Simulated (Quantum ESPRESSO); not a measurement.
Runs of Quantum ESPRESSO 7.5 on Sr2Re. The structure is cubic, space group F-43m (No. 216). Conventional cell: a = 6.599 Å, b = 6.599 Å, c = 6.599 Å, α = 90.00°, β = 90.00°, γ = 90.00°. Sr (site symmetry -43m) has 4 Sr at 2.86 Å and 4 Re at 2.86 Å as nearest neighbours. Sr (site symmetry -43m) has 4 Sr at 2.86 Å as nearest neighbours. Re (site symmetry -43m) has 4 Sr at 2.86 Å as nearest neighbours. The cell was built by a generator and needn't be a form met in nature.

| task | level | potentials or basis | cell | k mesh | cutoff (eV) | smearing | most ionic steps | forc conv thr | etot conv thr | ion dynamics | cell dynamics | other keys | gap on the mesh (eV) | pressure (GPa) |
| --- | --- | --- | --- | --- | --- | --- | --- | --- | --- | --- | --- | --- | --- | --- |
| relaxation of cell and atoms | B86bPBE | GBRV 1.5 PBEsol | relaxed to 0.3 kbar | 7 × 7 × 7, shifted | 612 | gaussian 0.2 eV | 40 | 0.0004 Ry/bohr | 1e-05 Ry | bfgs | bfgs | kshift = 1 × 1 × 1; startingwfc = atomic | none | 0.2 |
| band structure | optB86b-vdW | SSSP 1.3 efficiency PBE | as given | 7 × 7 × 7 | 748 | cold 0.05 eV | - | - | - | - | - | - | none | (a) |
| single point | PBE | SSSP 1.3 efficiency PBE | as given | 7 × 7 × 7 | 748 | fermi-dirac 0.05 eV | - | - | - | - | - | - | none | 14.7 |
| band structure | PBEsol | GBRV 1.5 LDA | as given | 7 × 7 × 7 | 612 | fermi-dirac 0.136 eV | - | - | - | - | - | nosym = yes; smearing = fermi-dirac; width = 0.136 | none | 11.2 |
| single point | LDA | JTH 2.0 LDA | as given | 7 × 7 × 7, shifted | 490 | gaussian 0.2 eV | - | - | - | - | - | kshift = 1 × 1 × 1; mixing_ndim = 2 | none | 7.9 |
| band structure | PBEsol | PseudoDojo 0.4.1 SR LDA stringent | as given | 7 × 7 × 7 | 980 | fermi-dirac 0.136 eV | - | - | - | - | - | - | none | 11.2 |

Alike in all rows: no spin polarisation.

Problem. Estimate the missing entries.

Solution. (a) 12.1.

Caveats: the potentials were made for another functional, which shifts forces and pressure (some runs); spin-orbit coupling is left out, which moves the levels of the heavy elements (some runs); the cutoff is low for these files, which shifts pressure and relaxed volume (some runs); some levels on the path didn't converge (some runs).

A k mesh can miss the band edges, and the runs leave out spin-orbit coupling on Re, Sr.

A gap of «none» marks a metal or a gap under the smearing width.
